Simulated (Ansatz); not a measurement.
# CH₃FOSn: how energies converge with the basis set

How large a basis does CH₃FOSn need? Two functionals are run in growing sets.

The runs use Ansatz 0.2.0, Gaussian basis; one geometry, several basis sets.

The runs, in order: PBE0-D4/def2-SVP; ωB97M-V/def2-SVP; PBE0-D4/def2-QZVPP; ωB97M-V/def2-QZVPP; the functionals' def2-TZVPP values are taken from earlier runs.

## 1. The geometry

All runs share one geometry, relaxed beforehand with PBE0-D4 in a triple-zeta def2 set. Sn takes the def2 core potential; no spin-orbit term is included.

7 atoms, charge 0, spin multiplicity 1.

Atoms are counted from 1 here; the program's logs count them from 0.

Bond lengths: F1–C2 1.313 Å, C2–O3 1.186 Å, C2–H5 1.095 Å, Sn4–H6 1.767 Å, Sn4–H7 1.767 Å. Angles: F1–C2–O3 121.6°, F1–C2–H5 111.6°, O3–C2–H5 126.7°, H6–Sn4–H7 92.0°.

## 2. PBE0-D4 in def2-SVP

The input, in.yaml:

```yaml
crystal:
  periodic: [false, false, false]
  atoms:
    - {symbol: F, position_ang: [1.293416, -1.850442, 1.479209]}
    - {symbol: C, position_ang: [0.896554, -0.724579, 0.932411]}
    - {symbol: O, position_ang: [0.027789, -0.697223, 0.125462]}
    - {symbol: Sn, position_ang: [-0.680004, 1.490363, -0.880199]}
    - {symbol: H, position_ang: [1.460936, 0.131976, 1.316660]}
    - {symbol: H, position_ang: [-2.332419, 0.935816, -0.588313]}
    - {symbol: H, position_ang: [-0.605072, 0.645989, -2.430931]}
basis:
  gaussian: {orbitals: def2-SVP}
hamiltonian: {xc: pbe0, dispersion: d4}
output: {orbitals: {seedname: orbitals}}
```

Launch:

```bash
$ ansatz run in.yaml --threads 2 --pin off --events-out ev --progress --plain --max-ram 4352MiB
```

After this run come: ωB97M-V in def2-SVP; PBE0-D4 in def2-QZVPP; ωB97M-V in def2-QZVPP.

Before running them: what should the planned runs give, taken together? Wanted: PBE0-D4: double and triple zeta above quadruple; ωB97M-V: double and triple zeta above quadruple.

The runs gave:

| quantity | value |
| --- | --- |
| PBE0-D4: double and triple zeta above quadruple | 7.50, 0.35 eV |
| ωB97M-V: double and triple zeta above quadruple | 7.71, 0.34 eV |

In words: For PBE0-D4 the step from double to triple zeta gains 7.14 eV and the next only 0.35 eV. These are total energies; as a rule much of such shifts cancels in differences, which this series doesn't test.
